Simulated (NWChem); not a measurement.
# One shape, several levels: triplet CH5AlOSi

We compute a comparison of 3 runs (UHF/def2-SVP, UM06-2X/def2-SVP, UMP2/def2-SVP) of triplet CH5AlOSi. 

The results are computed with NWChem 7.3.0.

5 further runs of the same task are left out: 5 that didn't finish.

### 1 The molecule

CH5AlOSi: 9 atoms, total charge 0, spin state triplet. SMILES of the parent species: `[CH2]1O[SiH2][AlH]1`. The shape is that of a PBE0-D4/def2-TZVP optimisation. That shape belongs to the parent species and isn't relaxed for this state.

Bond lengths: C1–O2 1.447 Å, O2–Si3 1.676 Å, C1–Al4 2.001 Å, Si3–Al4 2.424 Å, C1–H5 1.096 Å, C1–H6 1.096 Å, Si3–H7 1.493 Å, Si3–H8 1.493 Å, Al4–H9 1.591 Å. Some angles: C1–O2–Si3 113.4°, O2–C1–Al4 97.8°, O2–Si3–Al4 77.1°, C1–Al4–Si3 71.7°, O2–C1–H5 109.2°, O2–C1–H6 109.2°, Al4–C1–H5 116.8°, Al4–C1–H6 116.7°, O2–Si3–H7 111.1°, O2–Si3–H8 111.0°.

### 2 A single-point energy at UHF/def2-SVP (run 1)

File ch5alosi.xyz:

```xyz
9
CH5AlOSi
C     -0.309900     1.022500    -0.653500
O      0.621100    -0.021300    -1.022900
Si     0.767800    -1.223900     0.135800
Al    -0.858800     0.279300     1.121100
H     -1.090200     1.097600    -1.420100
H      0.213300     1.986000    -0.643000
H      2.177700    -1.338300     0.615000
H      0.422400    -2.560600    -0.433300
H     -1.855100     0.712400     2.283700
```

File ch5alosi.nw:

```
start ch5alosi
title "CH5AlOSi"
memory stack 880 mb heap 220 mb global 1100 mb
geometry noautosym nocenter noautoz
 load ch5alosi.xyz
end
basis "ao basis" spherical bse
 C library def2-SVP
 O library def2-SVP
 Si library def2-SVP
 Al library def2-SVP
 H library def2-SVP
end
scf
 triplet
 uhf
 thresh 1e-08
 maxiter 80
end
task scf energy
```

Launch:

```bash
nwchem ch5alosi.nw > ch5alosi.out
```

The program printed:

```text
[...]
  functions       =    89
[...]
  wavefunction    = UHF
[...]
         Total SCF energy =   -646.093409004252
      One electron energy =  -1291.195348986849
      Two electron energy =    445.879382099548
 Nuclear repulsion energy =    199.222557883049
                       Sz =      1.0000
                 Sz(Sz+1) =      2.0000
                      S^2 =      2.0106
[...]
```

Wall time 53 s (1 thread of Intel Xeon Platinum 8259CL at 2.50GHz (Skylake/Cascade Lake), shared host); peak memory 0.099 GiB.

### 3 The energy at UM06-2X/def2-SVP (run 2)

File job.nw:

```
START job
memory total 2200 mb

GEOMETRY units angstrom noautosym nocenter noautoz
 C       -0.309900       1.022500      -0.653500
 O        0.621100      -0.021300      -1.022900
 Si       0.767800      -1.223900       0.135800
 Al      -0.858800       0.279300       1.121100
 H       -1.090200       1.097600      -1.420100
 H        0.213300       1.986000      -0.643000
 H        2.177700      -1.338300       0.615000
 H        0.422400      -2.560600      -0.433300
 H       -1.855100       0.712400       2.283700
END

BASIS "ao basis" spherical bse
 C library def2-SVP
 O library def2-SVP
 Si library def2-SVP
 Al library def2-SVP
 H library def2-SVP
END

DFT
 xc m06-2x
 mult 3
 grid xfine
 convergence energy 1e-08
 iterations 100
 mulliken
END

TASK dft
```

Launch:

```bash
nwchem job.nw > job.out
```

The program printed:

```text
[...]
          Wavefunction type:  spin polarized.
          No. of atoms     :     9
          No. of electrons :    46
[...]
          Charge           :     0
          Spin multiplicity:     3
[...]
          AO basis - number of functions:    89
[...]
              XC Information
              --------------
                       M06-2X Method XC Functional
                     Hartree-Fock (Exact) Exchange  0.540
                        M06-2X Exchange Functional  1.000
                      M06-2X Correlation Potential  1.000
[...]
 d= 0,ls=0.0,diis     1   -647.6916934919 -8.47D+02  6.64D-03  1.35D-01    14.8
[...]
 d= 0,ls=0.0,diis    16   -647.7699846764 -8.12D-10  2.26D-06  3.10D-09   197.4
[...]
         Total DFT energy =     -647.769984676375
      One electron energy =    -1291.601895384975
           Coulomb energy =      499.959914260047
    Exchange-Corr. energy =      -55.350561434495
 Nuclear repulsion energy =      199.222557883048
[...]
      Total Density - Mulliken Population Analysis
     ---------------------------------------------
    Atom       Charge   Shell Charges
 -----------   ------   -------------------------------------------------------
    1 C    6     6.06   1.99  0.89  0.27  2.00  0.87  0.04
    2 O    8     8.51   1.99  1.07  0.73  2.85  1.86  0.01
    3 Si  14    13.50   2.00  1.98  1.05  0.18  5.93  1.18  0.87  0.30
    4 Al  13    12.87   2.00  1.98  0.93  0.14  5.93  0.92  0.86  0.11
    5 H    1     0.93   0.74  0.16  0.02
    6 H    1     0.93   0.74  0.16  0.02
    7 H    1     1.06   0.73  0.32  0.01
    8 H    1     1.06   0.73  0.32  0.01
    9 H    1     1.09   0.69  0.40  0.01
[...]
      <S2> =      2.0043 (Exact =     2.0000)
[...]
```

It took 3.3 min on 1 thread of Intel Xeon Platinum 8259CL at 2.50GHz (Skylake/Cascade Lake), shared host; peak memory 0.14 GiB.

### 4 The energy at UMP2/def2-SVP (run 3)

ch5alosi.xyz, as its differences from that of step 2:

```diff
@@ -1,3 +1,3 @@
 9
-CH5AlOSi
+
 C     -0.309900     1.022500    -0.653500
```

File run.py:

```python
from ase.io import read
from ase.calculators.nwchem import NWChem

molecule = read('ch5alosi.xyz')

calc = NWChem(
    label='ch5alosi',
    theory='mp2',
    memory='2200 mb',
    basis='def2-SVP',
    basispar='spherical bse',
    scf={'nopen': '2', 'uhf': None, 'thresh': '1e-08', 'maxiter': '80'},
    mp2={'freeze': 'core 12', 'tight': None},
    task='energy',
)
molecule.calc = calc

print(f"energy = {molecule.get_potential_energy():.6f} eV")
```

Launch:

```bash
export ASE_NWCHEM_COMMAND="nwchem PREFIX.nwi > PREFIX.nwo"
python run.py
```

The program printed:

```text
energy = -17593.784369 eV
```

The calculator wrote ch5alosi.nwi:

```
title "ch5alosi"

permanent_dir ch5alosi

scratch_dir ch5alosi

start ch5alosi

geometry units angstrom nocenter noautosym noautoz
  C  -3.0990000000000001e-01 1.0225000000000000e+00 -6.5349999999999997e-01
  O  6.2109999999999999e-01 -2.1299999999999999e-02 -1.0228999999999999e+00
  Si 7.6780000000000004e-01 -1.2239000000000000e+00 1.3580000000000000e-01
  Al -8.5880000000000001e-01 2.7929999999999999e-01 1.1211000000000000e+00
  H  -1.0902000000000001e+00 1.0975999999999999e+00 -1.4200999999999999e+00
  H  2.1329999999999999e-01 1.9860000000000000e+00 -6.4300000000000002e-01
  H  2.1777000000000002e+00 -1.3383000000000000e+00 6.1499999999999999e-01
  H  4.2240000000000000e-01 -2.5606000000000000e+00 -4.3330000000000002e-01
  H  -1.8551000000000000e+00 7.1240000000000003e-01 2.2837000000000001e+00
end

memory 2200 mb

basis spherical bse noprint
   * library def2-SVP
end

scf
  nopen 2
  uhf
  thresh 1e-08
  maxiter 80
end
mp2
  freeze core 12
  tight
end

task mp2 energy
```

ch5alosi.nwo:

```text
Northwest Computational Chemistry Package (NWChem) 7.3.0
             --------------------------------------------------------

           Job information
           ---------------

    nwchem branch   = 7.3.0
    use scalapack   = T
    input           = ch5alosi.nwi
    prefix          = ch5alosi.
    data base       = ch5alosi/ch5alosi.db
    status          = startup
    nproc           =        1

           Memory information
           ------------------

[... 5 lines left out ...]
    hardfail = no
[... 133 lines left out ...]
 1-e energy   =   -1289.432760
[... 9 lines left out ...]
 Convergence threshold     :          1.000E-08
[... 17 lines left out ...]
      One electron energy =  -1291.195348986710
[... 9 lines left out ...]
          Final alpha eigenvalues
[... 292 lines left out ...]
                     UHF Final Beta Molecular Orbital Analysis
[... 332 lines left out ...]
          ---------------------------------------------------
                    Spin Component Scaled (SCS) MP2
          Same spin pairs                     -0.108655285335
          Same spin scaling factor             0.333333333333
          Opposite spin pairs                 -0.357591057727
          Opposite spin scaling fact.          1.200000000000
          SCS-MP2 correlation energy          -0.465327697718
          Total SCS-MP2 energy              -646.558736701934
          ---------------------------------------------------

 -----------------------
 Task  times  cpu:       47.9s     wall:       47.9s
 Total times  cpu:       47.9s     wall:       47.9s
```

Run time: 50 s. Hardware: 1 thread of Intel Xeon Platinum 8259CL at 2.50GHz (Skylake/Cascade Lake), shared host; peak memory 0.21 GiB.

### 5 Overview of the runs

```tsv
run	level	iteration cap	module	energy (Eh)	dipole moment (D)	HOMO energy (eV)	LUMO energy (eV)	wall time
1	UHF/def2-SVP	80	scf	-646.093409	1.95	-6.02	-1.56	53 s
2	UM06-2X/def2-SVP	100	dft	-647.769985	1.52	-4.77	-4.26	3.3 min
3	UMP2/def2-SVP	80	mp2	-646.559655	–	-6.02	-1.56	50 s
```

### 6 Summary of results

| quantity | value |
| --- | --- |
| run 3: total energy | -646.55966 Eh |
| run 3: HOMO energy (Hartree–Fock orbitals) (highest over α and β) | -6.02 eV |
| run 3: LUMO energy (Hartree–Fock orbitals) (lowest over α and β) | -1.56 eV |
| run 3: correlation energy (12 core orbitals frozen) | -466.2 mEh |
| run 3: ⟨S²⟩ of the reference determinant | 2.011 |

All runs together took 5 min, the longest 3.3 min.
